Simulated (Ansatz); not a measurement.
# LiPb: a single-point run

The task is a single-point run on LiPb. The structure is shown as the input types it.

Program: Ansatz 0.2.0. Level of theory: Kohn-Sham DFT, with the functional, basis and potentials that each input names. These are calculated values, not measurements.

## Step 1: Starting point

Symmetry: Pm-3m, No. 221, cubic system. The conventional cell has a = 3.458 Å, b = 3.458 Å, c = 3.458 Å, α = 90.00°, β = 90.00°, γ = 90.00°. Li (site symmetry m-3m) has 8 Pb at 2.99 Å as nearest neighbours. Pb (site symmetry m-3m) has 8 Li at 2.99 Å as nearest neighbours.

As a file:

```
CELL_PARAMETERS angstrom
3.45786 0.00000 0.00000
0.00000 3.45786 0.00000
0.00000 0.00000 3.45786
ATOMIC_POSITIONS crystal
Li 0.50000 0.50000 0.50000
Pb 0.00000 0.00000 0.00000
```

## Step 2: Running it

File input.yaml:

```yaml
crystal:
  lattice:
    - [3.45786331634, 0.0, 0.0]
    - [0.0, 3.45786331634, 0.0]
    - [0.0, 0.0, 3.45786331634]
  atoms:
    - { symbol: Li, position: [0.5, 0.5, 0.5] }
    - { symbol: Pb, position: [0.0, 0.0, 0.0] }
kpoints:
  mp_grid: { grid: [10, 10, 10] }
scf:
  occupations: { method: fermi_dirac, width: 0.1 }
  max_iter: 75
hamiltonian:
  xc: lda
  pseudopotentials: { kind: all_electron, lapw: { basis_error: 0.001 } }
  hubbard: { sites: [{ species: Li, l: p, u_eff: -5.0 }] }
output:
  forces: true
  stress: true
  eigenvalues: true
  eigenstates:
    nscf_kmesh: { grid: [16, 16, 16] }
    de_dk: true
    e_range: [-14, 14]
  optics:
    e_range: [0, 30]
    de: 0.2
    sigma: 0.1
    bands: { spectra_wanted_up_to: 30 }
    nscf_kmesh: { grid: [16, 16, 16] }
    drude_damping: 0.03
checkpoint:
  write: ck
  write_wavefunctions: false
```

The run is started by

```bash
> ansatz run input.yaml --threads 1 --pin off --max-ram 3072MiB --backend cpu --events-out ev --progress --plain --runs-dir out
```

What happens when this is run?

The run converged and reported no error, with warnings (optics on partly filled bands). Convergence says nothing about whether the input makes sense.

The suspect setting: hamiltonian.hubbard.sites is [{species: Li, l: p, u_eff: -5.0}]. The U is far outside the few eV that correlated shells need; it reshapes the shell's occupations.

To check: delete hamiltonian.hubbard.sites.
